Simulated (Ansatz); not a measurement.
**CaCu2Si2: other elements on the same sites**

One table from this session's results is given with a row withheld; the runs are named, their logs left out.

Method: DFT PBEsol, scalar-relativistic, plane waves, PAW, in Ansatz 0.2.0.

2 further runs of the same task are left out: 2 set aside as unsound or not needed. Runs told in other sessions of the task aren't counted.

## The starting structure

It takes space group I4/mmm (No. 139, tetragonal). The conventional cell has a = 4.003 Å, b = 4.003 Å, c = 9.816 Å, α = 90.00°, β = 90.00°, γ = 90.00°. Around Ca (site symmetry 4/mmm) lie 8 Si at 3.07 Å and 8 Cu at 3.17 Å. Si (site symmetry 4mm) has 1 Si at 2.36 Å and 4 Cu at 2.37 Å and 4 Ca at 3.07 Å in its first shell of neighbours. Cu (site symmetry -4m2) has 4 Si at 2.37 Å in its first shell of neighbours.

Coordinates:

```cif
data_structure
_symmetry_space_group_name_H-M 'P 1'
_symmetry_Int_Tables_number 1
_cell_length_a 5.6658
_cell_length_b 5.6658
_cell_length_c 5.6658
_cell_angle_alpha 138.622
_cell_angle_beta 138.622
_cell_angle_gamma 59.952
_cell_volume 78.66
loop_
_atom_site_label
_atom_site_type_symbol
_atom_site_fract_x
_atom_site_fract_y
_atom_site_fract_z
_atom_site_occupancy
Ca1 Ca 0.00000 0.00000 0.00000 1
Si1 Si 0.37963 0.37963 0.00000 1
Si2 Si 0.62037 0.62037 0.00000 1
Cu1 Cu 0.75000 0.25000 0.50000 1
Cu2 Cu 0.25000 0.75000 0.50000 1
```

This cell was relaxed beforehand with the same method: volume 15.73 Å³/atom, gap on the mesh none (metal).

Set-up of the first run:

File input.yaml:

```yaml
crystal:
  lattice:
    - [-1.9363410891, 1.9363410891, 4.7476373641]
    - [1.9363410891, -1.9363410891, 4.7476373641]
    - [1.9363410891, 1.9363410891, -4.7476373641]
  atoms:
    - { symbol: Cd, position: [0.0, 0.0, 0.0] }
    - { symbol: Si, position: [0.3796336047, 0.3796336047, 0.0] }
    - { symbol: Si, position: [0.6203663953, 0.6203663953, 0.0] }
    - { symbol: Cu, position: [0.75, 0.25, 0.5] }
    - { symbol: Cu, position: [0.25, 0.75, 0.5] }
basis:
  ecutwfc: 420
kpoints:
  mp_grid: { grid: [6, 6, 6] }
hamiltonian:
  xc: pbesol
scf:
  occupations: { method: gaussian, width: 0.1 }
output:
  forces: true
  stress: true
  eigenvalues: true
```

On the command line:

```
ansatz run input.yaml --threads 1 --pin off --max-ram 2560MiB --backend cpu --events-out ev --progress --plain --runs-dir out
```

Steps of the session up to this table: A first look at the start (CdCu2Si2); A loose first relaxation (CdCu2Si2); Full relaxation (CdCu2Si2).

One table of the session follows, with a row left open; its other results are not shown here.

Lengths are those of the vectors of the cell that was run:

| swap | volume (Å³/atom) | a (Å) | b (Å) | c (Å) |
| --- | --- | --- | --- | --- |
| none | 15.73 | 5.666 | 5.666 | 5.666 |
| Ca → Be | 13.28 | 5.928 | 5.928 | 5.928 |
| Ca → Pb | ? | ? | ? | ? |
| Ca → Cd | 15.23 | 5.776 | 5.776 | 5.776 |

Estimate the missing values for Ca → Pb.

As computed: volume (Å³/atom): 16.53; a (Å): 5.786; b (Å): 5.786; c (Å): 5.786. In the column «volume (Å³/atom)» it is the highest.

Lengths are those of the computed cell. Rows of earlier swaps come from the sessions before.
